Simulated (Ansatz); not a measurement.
# CsK26Cl27 (Sylvite): the cost of one run

Computed with Ansatz 0.2.0 (DFT, PBE, plane-wave PAW, default files, scalar-relativistic, as far as a step names no other, unless a step's input says otherwise).

## 1. The system as given

The structure is cubic, space group Fm-3m (No. 225). Conventional cell: a = 18.879 Å, b = 18.879 Å, c = 18.879 Å, α = 90.00°, β = 90.00°, γ = 90.00°. Cs (site symmetry m-3m) has 6 Cl at 3.15 Å as nearest neighbours. K (site symmetry mm2) has 6 Cl at 3.15 Å as nearest neighbours. K (site symmetry 3m) is surrounded by 6 Cl at 3.15 Å. Around K (site symmetry 4mm) lie 6 Cl at 3.15 Å. Around Cl (site symmetry 3m) lie 6 K at 3.15 Å. Cl (site symmetry 4mm) has 5 K at 3.15 Å and 1 Cs at 3.15 Å as nearest neighbours. Around Cl (site symmetry mm2) lie 6 K at 3.15 Å. Cl (site symmetry m-3m) is surrounded by 6 K at 3.15 Å.

As a file:

```cif
data_structure
_symmetry_space_group_name_H-M 'Fm-3m'
_symmetry_Int_Tables_number 225
_cell_length_a 18.8788
_cell_length_b 18.8788
_cell_length_c 18.8788
_cell_angle_alpha 90.000
_cell_angle_beta 90.000
_cell_angle_gamma 90.000
_cell_volume 6728.60
loop_
_atom_site_label
_atom_site_type_symbol
_atom_site_symmetry_multiplicity
_atom_site_Wyckoff_symbol
_atom_site_fract_x
_atom_site_fract_y
_atom_site_fract_z
_atom_site_occupancy
Cs1 Cs 4 a 0.00000 0.00000 0.00000 1
K1 K 48 h 0.16667 0.16667 0.00000 1
K2 K 32 f 0.83333 0.16667 0.66667 1
K3 K 24 e 0.50000 0.00000 0.83333 1
Cl1 Cl 32 f 0.16667 0.66667 0.66667 1
Cl2 Cl 24 e 0.50000 0.00000 0.66667 1
Cl3 Cl 48 i 0.50000 0.83333 0.83333 1
Cl4 Cl 4 b 0.50000 0.00000 0.00000 1
```

Atom 1 of the input is the impurity.

## 2. First run, atoms as given

input.yaml

```yaml
crystal:
  lattice:
    - [0.0, 9.43941, 9.43941]
    - [9.43941, 0.0, 9.43941]
    - [9.43941, 9.43941, 0.0]
  atoms:
    - { symbol: Cs, position: [0.0, 0.0, 0.0] }
    - { symbol: K, position: [0.0, 0.0, 0.3333333333] }
    - { symbol: K, position: [0.0, 0.0, 0.6666666667] }
    - { symbol: K, position: [0.0, 0.3333333333, 0.0] }
    - { symbol: K, position: [0.0, 0.3333333333, 0.3333333333] }
    - { symbol: K, position: [0.0, 0.3333333333, 0.6666666667] }
    - { symbol: K, position: [0.0, 0.6666666667, 0.0] }
    - { symbol: K, position: [0.0, 0.6666666667, 0.3333333333] }
    - { symbol: K, position: [0.0, 0.6666666667, 0.6666666667] }
    - { symbol: K, position: [0.3333333333, 0.0, 0.0] }
    - { symbol: K, position: [0.3333333333, 0.0, 0.3333333333] }
    - { symbol: K, position: [0.3333333333, 0.0, 0.6666666667] }
    - { symbol: K, position: [0.3333333333, 0.3333333333, 0.0] }
    - { symbol: K, position: [0.3333333333, 0.3333333333, 0.3333333333] }
    - { symbol: K, position: [0.3333333333, 0.3333333333, 0.6666666667] }
    - { symbol: K, position: [0.3333333333, 0.6666666667, 0.0] }
    - { symbol: K, position: [0.3333333333, 0.6666666667, 0.3333333333] }
    - { symbol: K, position: [0.3333333333, 0.6666666667, 0.6666666667] }
    - { symbol: K, position: [0.6666666667, 0.0, 0.0] }
    - { symbol: K, position: [0.6666666667, 0.0, 0.3333333333] }
    - { symbol: K, position: [0.6666666667, 0.0, 0.6666666667] }
    - { symbol: K, position: [0.6666666667, 0.3333333333, 0.0] }
    - { symbol: K, position: [0.6666666667, 0.3333333333, 0.3333333333] }
    - { symbol: K, position: [0.6666666667, 0.3333333333, 0.6666666667] }
    - { symbol: K, position: [0.6666666667, 0.6666666667, 0.0] }
    - { symbol: K, position: [0.6666666667, 0.6666666667, 0.3333333333] }
    - { symbol: K, position: [0.6666666667, 0.6666666667, 0.6666666667] }
    - { symbol: Cl, position: [0.1666666667, 0.1666666667, 0.1666666667] }
    - { symbol: Cl, position: [0.1666666667, 0.1666666667, 0.5] }
    - { symbol: Cl, position: [0.1666666667, 0.1666666667, 0.8333333333] }
    - { symbol: Cl, position: [0.1666666667, 0.5, 0.1666666667] }
    - { symbol: Cl, position: [0.1666666667, 0.5, 0.5] }
    - { symbol: Cl, position: [0.1666666667, 0.5, 0.8333333333] }
    - { symbol: Cl, position: [0.1666666667, 0.8333333333, 0.1666666667] }
    - { symbol: Cl, position: [0.1666666667, 0.8333333333, 0.5] }
    - { symbol: Cl, position: [0.1666666667, 0.8333333333, 0.8333333333] }
    - { symbol: Cl, position: [0.5, 0.1666666667, 0.1666666667] }
    - { symbol: Cl, position: [0.5, 0.1666666667, 0.5] }
    - { symbol: Cl, position: [0.5, 0.1666666667, 0.8333333333] }
    - { symbol: Cl, position: [0.5, 0.5, 0.1666666667] }
    - { symbol: Cl, position: [0.5, 0.5, 0.5] }
    - { symbol: Cl, position: [0.5, 0.5, 0.8333333333] }
    - { symbol: Cl, position: [0.5, 0.8333333333, 0.1666666667] }
    - { symbol: Cl, position: [0.5, 0.8333333333, 0.5] }
    - { symbol: Cl, position: [0.5, 0.8333333333, 0.8333333333] }
    - { symbol: Cl, position: [0.8333333333, 0.1666666667, 0.1666666667] }
    - { symbol: Cl, position: [0.8333333333, 0.1666666667, 0.5] }
    - { symbol: Cl, position: [0.8333333333, 0.1666666667, 0.8333333333] }
    - { symbol: Cl, position: [0.8333333333, 0.5, 0.1666666667] }
    - { symbol: Cl, position: [0.8333333333, 0.5, 0.5] }
    - { symbol: Cl, position: [0.8333333333, 0.5, 0.8333333333] }
    - { symbol: Cl, position: [0.8333333333, 0.8333333333, 0.1666666667] }
    - { symbol: Cl, position: [0.8333333333, 0.8333333333, 0.5] }
    - { symbol: Cl, position: [0.8333333333, 0.8333333333, 0.8333333333] }
kpoints:
  mp_grid: { grid: [2, 2, 2] }
scf:
  occupations: { method: fermi_dirac, width: 0.01 }
hamiltonian:
  xc: pbe
  pseudopotentials: { kind: paw }
output:
  forces: true
  stress: true
  populations: true
  efg:
    quadrupole_moments_barn: { Cs: -0.00343, K: 0.0603, Cl: -0.08112 }
    contact_densities: true
```

Run with:

```bash
> ansatz run input.yaml --threads 4 --pin off --max-ram 8192MiB --backend cpu --events-out ev --progress --plain --runs-dir out
```

What time and memory should one allow on 4 threads of Intel Xeon at 2.60GHz (Ice Lake), shared host?

About 28 s, with a peak of 6 GiB.
